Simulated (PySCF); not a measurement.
# SbO: changing the method

Starting from one script, swap the method and compare what comes out for SbO.

Method: each script names its method and basis; program: PySCF 2.14.0.

6 further runs of the same task are left out: 6 that didn't finish.

## Step 1: Where the work starts

SbO: 2 atoms, charge 0, spin multiplicity 2.

Bond lengths: Sb1–O2 1.769 Å.

## Step 2: The base run

Contents of input.py:

```python
from pyscf import gto, scf
from pyscf.prop.polarizability import uhf as pol

mol = gto.M(
    atom='Sb 0 0 0; O 0 0 1.769',
    basis='x2c-svpall',
    charge=0,
    spin=1,
    verbose=3,
)
mf = scf.UHF(mol)
mf = mf.sfx2c1e()
mf.kernel()
print('polarizability (a.u.)')
print(pol.Polarizability(mf).polarizability().round(4))
mf.dip_moment()
print('orbital energies (hartree):', [e[max(0, n-3):n+3].round(4) for e, n in zip(mf.mo_energy, mol.nelec)])
```

On the command line:

```sh
> OMP_NUM_THREADS=1 python input.py
```

Its log is not repeated here.

It gives: E(SCF) = -6552.153134 Eh, ⟨S²⟩ = 0.764, μ = 4.26 D, α(xx, yy, zz) = 25.1, 25.2, 35.0 bohr³.

The bond length is a typed value, not an optimised one.

## Step 3: Frequency run

Variant 1 changes step after the SCF: polarizability → frequency.

Contents of input.py:

```python
from pyscf import gto, scf
from pyscf.hessian import thermo

mol = gto.M(
    atom='Sb 0 0 0; O 0 0 1.769',
    basis='x2c-svpall',
    charge=0,
    spin=1,
    verbose=3,
)
mf = scf.UHF(mol)
mf = mf.sfx2c1e()
mf.kernel()
hess = mf.Hessian().kernel()
print('wavenumber (cm^-1) =', thermo.harmonic_analysis(mol, hess)['freq_wavenumber'].round(1))
mf.dip_moment()
print('orbital energies (hartree):', [e[max(0, n-3):n+3].round(4) for e, n in zip(mf.mo_energy, mol.nelec)])
```

On the command line:

```sh
> OMP_NUM_THREADS=1 python input.py
```

## Step 4: MP2

Variant 2 changes step after the SCF: polarizability → mp2.

Contents of input.py:

```python
from pyscf import gto, scf, mp

mol = gto.M(
    atom='Sb 0 0 0; O 0 0 1.769',
    basis='x2c-svpall',
    charge=0,
    spin=1,
    verbose=3,
)
mf = scf.UHF(mol)
mf = mf.sfx2c1e()
mf.kernel()
mp.MP2(mf).kernel()
mf.dip_moment()
print('orbital energies (hartree):', [e[max(0, n-3):n+3].round(4) for e, n in zip(mf.mo_energy, mol.nelec)])
```

## Step 5: Geometry optimisation

Variant 3 changes step after the SCF: polarizability → optimize.

Contents of input.py:

```python
from pyscf import gto, scf
from pyscf.geomopt.geometric_solver import optimize

mol = gto.M(
    atom='Sb 0 0 0; O 0 0 1.769',
    basis='x2c-svpall',
    charge=0,
    spin=1,
    verbose=3,
)
mf = scf.UHF(mol)
mf = mf.sfx2c1e()
mf.kernel()
mol_eq = optimize(mf, maxsteps=30)
print('optimised geometry (angstrom)')
print(mol_eq.tostring('raw'))
print('orbital energies (hartree):', [e[max(0, n-3):n+3].round(4) for e, n in zip(mf.mo_energy, mol.nelec)])
```

What does the calculation give? Wanted: for each run, E(SCF); from base; gap, α spin; SCF dipole; after the SCF.

As calculated:

```tsv
run	E(SCF) (hartree)	from base (eV)	gap, α spin (eV)	SCF dipole (D)	after the SCF
base	-6552.153134	0	7.97	4.26	mean α 28.4 bohr³
frequency run	-6552.153134	0.0000	7.97	4.26	highest mode 1032 cm⁻¹
MP2	-6552.153134	0.0000	7.97	4.26	MP2 correlation -8.610 eV
geometry optimisation	-6552.153134	0.0000	7.97	n/a	bond 1.791 Å, -0.012 eV
```

SCF columns refer to the geometry typed in the script.

**Reading.** The dearest run is “frequency run”, at 21 s against 1.2 s.
